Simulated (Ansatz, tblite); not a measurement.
**CF₈O₉Si₆: spin-state energies by level**

Aim: set other spin states of CF₈O₉Si₆ against its singlet, on many levels of theory.

Computed with Ansatz 0.2.0, Gaussian basis. Level: level and basis change from run to run.

Levels to be run: triplet, at the geometry of the singlet (GFN1-xTB, GFN2-xTB, PBE0-D4/def2-SVP, PBE-D4/def2-SVP); the singlet's energies come from earlier runs.

## 1. The relaxed structure

The singlet was relaxed beforehand with r2SCAN-D4/def2-SVP.

SMILES `FC(F)(F)[Si]12O[Si]3(F)O[Si]4(F)O[Si](F)(O3)O[Si](F)(O[Si](F)(O4)O1)O2`, 24 atoms, charge 0, spin multiplicity 1.

Bond lengths: F1–C2 1.345 Å, C2–F3 1.347 Å, C2–F4 1.345 Å, C2–Si5 1.900 Å, Si5–O6 1.644 Å, Si5–O23 1.654 Å, Si5–O24 1.654 Å, O6–Si7 1.642 Å, Si7–F8 1.589 Å, Si7–O9 1.648 Å, Si7–O15 1.648 Å, O9–Si10 1.648 Å, Si10–F11 1.589 Å, Si10–O12 1.648 Å, Si10–O22 1.639 Å, O12–Si13 1.648 Å, Si13–F14 1.589 Å, Si13–O15 1.648 Å and more. Angles: F1–C2–F3 107.8°, F1–C2–F4 107.9°, F1–C2–Si5 111.3°, F3–C2–F4 107.8°, F3–C2–Si5 110.7°, F4–C2–Si5 111.3°, C2–Si5–O6 108.8°, C2–Si5–O23 110.4°, C2–Si5–O24 110.4°, O6–Si5–O23 110.1°, O6–Si5–O24 110.1°, O23–Si5–O24 107.0°, Si5–O6–Si7 134.0°, O6–Si7–F8 109.1°, O6–Si7–O9 109.6°, O6–Si7–O15 109.6°, F8–Si7–O9 110.8°, F8–Si7–O15 110.9° and more.

## 2. Triplet at the fixed geometry, GFN1-xTB

Tight binding, by tblite at 300 K electronic temperature and without a spin-polarisation term:

```python
tblite.interface.Calculator('GFN1-xTB', numbers, positions, charge=0, uhf=2).singlepoint()
```

Energy -2665.7635 eV; 0.06 s.

## 3. Triplet at the fixed geometry, GFN2-xTB

Tight binding, by tblite at 300 K electronic temperature and without a spin-polarisation term:

```python
tblite.interface.Calculator('GFN2-xTB', numbers, positions, charge=0, uhf=2).singlepoint()
```

Energy -2394.9326 eV; 0.062 s.

## 4. Triplet at the fixed geometry, PBE0-D4/def2-SVP

Contents of in.yaml:

```yaml
crystal:
  periodic: [false, false, false]
  atoms:
    - {symbol: F, position_ang: [3.494504, -2.095859, -1.282850]}
    - {symbol: C, position_ang: [3.356997, -0.786657, -1.009411]}
    - {symbol: F, position_ang: [4.224494, -0.478319, -0.026569]}
    - {symbol: F, position_ang: [3.715731, -0.095728, -2.105595]}
    - {symbol: Si, position_ang: [1.576996, -0.374810, -0.486866]}
    - {symbol: O, position_ang: [0.559925, -0.768216, -1.717667]}
    - {symbol: Si, position_ang: [-1.065443, -0.674571, -1.927700]}
    - {symbol: F, position_ang: [-1.435066, -1.227088, -3.371054]}
    - {symbol: O, position_ang: [-1.555192, 0.889047, -1.755235]}
    - {symbol: Si, position_ang: [-2.133629, 1.683185, -0.431826]}
    - {symbol: F, position_ang: [-3.237760, 2.746027, -0.852725]}
    - {symbol: O, position_ang: [-2.774261, 0.540834, 0.568074]}
    - {symbol: Si, position_ang: [-2.438271, -1.066998, 0.698924]}
    - {symbol: F, position_ang: [-3.751271, -1.889450, 1.053183]}
    - {symbol: O, position_ang: [-1.824883, -1.546304, -0.753896]}
    - {symbol: O, position_ang: [-1.324993, -1.304751, 1.877571]}
    - {symbol: Si, position_ang: [0.200992, -0.769586, 2.140170]}
    - {symbol: F, position_ang: [0.739308, -1.380667, 3.504698]}
    - {symbol: O, position_ang: [0.214579, 0.877272, 2.191866]}
    - {symbol: Si, position_ang: [0.506067, 1.985277, 1.007661]}
    - {symbol: F, position_ang: [1.252934, 3.257626, 1.597971]}
    - {symbol: O, position_ang: [-0.908078, 2.459561, 0.329992]}
    - {symbol: O, position_ang: [1.438675, 1.233919, -0.127494]}
    - {symbol: O, position_ang: [1.167644, -1.213744, 0.878760]}
basis:
  gaussian: {orbitals: def2-SVP}
magnetization: {spin_polarized: true, initial_magnetization: 2}
hamiltonian: {xc: pbe0, dispersion: d4}
scf: {omitted_lower_state_checks: [starts]}
output: {orbitals: {seedname: orbitals}}
```

On the command line:

```
$ ansatz run in.yaml --threads 8 --pin off --events-out ev --progress --plain --max-ram 19148MiB
```

The program printed:

```text
Functional definition: PBE0
  name "PBE0"
  cite "Adamo & Barone, J. Chem. Phys. 110, 6158 (1999) doi:10.1063/1.478522"
  cite "Perdew, Burke & Ernzerhof, Phys. Rev. Lett. 77, 3865 (1996) doi:10.1103/PhysRevLett.77.3865"
  parent pbe
  parameter a = 0.25
  parameter kappa = 0.804
  parameter beta = 0.06672455060314922
  exchange = (1 - a)*pbe_x(kappa = kappa, mu = beta*pi^2/3) + a*exact_x
  correlation = pbe_c(beta = beta)
these checks for a lower state are left out or cut short: starts
3298 factors; integrals over basis functions are off by at most 9.4e-4 eV
mean field evaluation 1: about -88342.7854 eV, gradient 1.0e2 eV
mean field evaluation 2: about -88219.9015 eV, gradient 1.9e2 eV
mean field evaluation 4: about -88366.5971 eV, gradient 3.8e1 eV
mean field evaluation 8: about -88377.1715 eV, gradient 5.1e0 eV
mean field evaluation 16: about -88377.6122 eV, gradient 5.7e-1 eV
mean field evaluation 32: about -88377.6156 eV, gradient 1.9e-3 eV
mean field -88377.61558906 eV, -3247.8174683987 hartree, gradient 3.5e-6 eV, S^2 2.004977; 0 other end points of the search recorded, 0 dependent functions left out
reference -88377.61563307 eV, -3247.8174700158 hartree; 118, 116 occupied and 242, 244 virtual orbitals, 3298 factors
Total energy: -88378.93041518 eV, -3247.8657873673 hartree
Checks for a lower state left out: starts
```

It took 2.5 min on 8 threads of Arm Neoverse V1, shared host; peak memory 4.4 GiB.

Report: HOMO -2.41 eV, LUMO -9.24 eV (over both spins); ⟨S²⟩ 2.005 (pure: 2.00).

## 5. Triplet at the fixed geometry, PBE-D4/def2-SVP

start.molden holds the orbitals of an earlier run on this state, so that the run starts from the solution found there.

Edit in.yaml of step 4 so:

```diff
@@ -28,5 +28,5 @@
 basis:
-  gaussian: {orbitals: def2-SVP}
+  gaussian: {orbitals: def2-SVP, initial_orbitals: start.molden}
 magnetization: {spin_polarized: true, initial_magnetization: 2}
-hamiltonian: {xc: pbe0, dispersion: d4}
+hamiltonian: {xc: pbe, dispersion: d4}
 scf: {omitted_lower_state_checks: [starts]}
```

The command is unchanged.

The program printed:

```text
Functional definition: PBE
  name "PBE"
  cite "Perdew, Burke & Ernzerhof, Phys. Rev. Lett. 77, 3865 (1996) doi:10.1103/PhysRevLett.77.3865"
  parent pbe
  parameter kappa = 0.804
  parameter beta = 0.06672455060314922
  exchange = pbe_x(kappa = kappa, mu = beta*pi^2/3)
  correlation = pbe_c(beta = beta)
these checks for a lower state are left out or cut short: starts
3805 factors; their error is unknown
mean field evaluation 1: about -88374.2436 eV, gradient 1.0e1 eV
mean field evaluation 2: about -88374.7828 eV, gradient 6.0e-1 eV
mean field evaluation 4: about -88374.5636 eV, gradient 2.9e-1 eV
mean field evaluation 8: about -88374.5648 eV, gradient 2.7e-4 eV
mean field evaluation 16: about -88374.5648 eV, gradient 2.1e-4 eV
mean field -88374.56483513 eV, -3247.7053552595 hartree, gradient 1.6e-6 eV, S^2 2.000976; 0 other end points of the search recorded, 0 dependent functions left out
reference -88374.56489465 eV, -3247.7053574467 hartree; 118, 116 occupied and 242, 244 virtual orbitals, 3805 factors
Total energy: -88376.05809775 eV, -3247.7602316488 hartree
Checks for a lower state left out: starts
```

It took 60 s on 8 threads of Arm Neoverse V1, shared host; peak memory 1.4 GiB.

From the report: HOMO -1.85 eV, LUMO -8.77 eV (over both spins); ⟨S²⟩ 2.001 (pure: 2.00).

## 6. Triplet less singlet, vertical

The singlet's energies are those of its earlier runs, whose logs aren't repeated here.

```
           level  triplet less singlet, vertical (kJ/mol)     time
        GFN1-xTB                                   +874.3  0.093 s
        GFN2-xTB                                   +695.2  0.098 s
 PBE-D4/def2-SVP                                   +672.7     72 s
PBE0-D4/def2-SVP                                   +803.5  2.8 min
```

Times add the two runs; a level without a time comes out of a correlated run.

## 7. Results

| quantity | value |
| --- | --- |
| triplet less singlet, vertical, functionals in def2-SVP | +672.7 (PBE-D4) to +803.5 kJ/mol (PBE0-D4) |

**Reading.** All functionals put the triplet above the singlet, over a spread of 130.8 kJ/mol. These are electronic energies, without zero-point motion, entropy or surroundings.
